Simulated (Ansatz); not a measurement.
# C2H6OSSi: the cost of one run

Program: Ansatz 0.2.0. Level of theory: RKS PBE0/def2-SVP. These are calculated values, not measurements.

**1. The structure to begin with**

Bond lengths: C1–Si2 1.782 Å, Si2–O3 1.631 Å, Si2–C4 1.848 Å, O3–C4 1.372 Å, C4–S5 1.687 Å, C1–H6 1.077 Å, C1–H7 1.073 Å, C1–H8 1.155 Å, Si2–H9 1.506 Å, C4–H10 1.142 Å, S5–H11 1.354 Å. Angles (14 of 20 angles, heavy atoms first): C1–Si2–O3 112.1°, C1–Si2–C4 121.3°, O3–Si2–C4 45.9°, Si2–O3–C4 75.4°, Si2–C4–O3 58.7°, Si2–C4–S5 121.5°, O3–C4–S5 121.6°, C1–Si2–H9 118.5°, O3–Si2–H9 109.6°, C4–Si2–H9 120.2°, Si2–C1–H6 115.3°, Si2–C1–H7 113.7°, Si2–C1–H8 108.8°, Si2–C4–H10 111.4°.

As a file:

```xyz
11

C    -1.3190    0.6372    1.1321
Si    0.1462    0.5423    0.1218
O     0.9595   -0.8532    0.3505
C     0.4877   -0.9342   -0.9354
S     1.5242   -0.8472   -2.2641
H    -1.1430    0.7464    2.1893
H    -2.0071   -0.1706    0.9716
H    -1.8961    1.6006    0.8608
H     1.1111    1.6978    0.1437
H    -0.4408   -1.5892   -1.0471
H     2.6426   -0.8870   -1.5027
```

**2. End point A**

The input, input.yaml:

```yaml
crystal:
  periodic: [false, false, false]
  atoms:
    - { symbol: C, position_ang: [-1.319, 0.6372, 1.1321] }
    - { symbol: Si, position_ang: [0.1462, 0.5423, 0.1218] }
    - { symbol: O, position_ang: [0.9595, -0.8532, 0.3505] }
    - { symbol: C, position_ang: [0.4877, -0.9342, -0.9354] }
    - { symbol: S, position_ang: [1.5242, -0.8472, -2.2641] }
    - { symbol: H, position_ang: [-1.143, 0.7464, 2.1893] }
    - { symbol: H, position_ang: [-2.0071, -0.1706, 0.9716] }
    - { symbol: H, position_ang: [-1.8961, 1.6006, 0.8608] }
    - { symbol: H, position_ang: [1.1111, 1.6978, 0.1437] }
    - { symbol: H, position_ang: [-0.4408, -1.5892, -1.0471] }
    - { symbol: H, position_ang: [2.6426, -0.887, -1.5027] }
basis:
  gaussian: { orbitals: def2-SVP }
hamiltonian:
  xc: pbe0
relax:
  f_tol: 0.02
  max_steps: 50
```

On the command line:

```
$ ansatz run input.yaml --threads 2 --pin off --max-ram 3072MiB --backend cpu --events-out ev --progress --plain --runs-dir out
```

Q: Estimate wall time and peak memory on 2 threads of AMD EPYC 9R14 (Zen 4), shared host.

About 33 s, with a peak of 0.26 GiB.
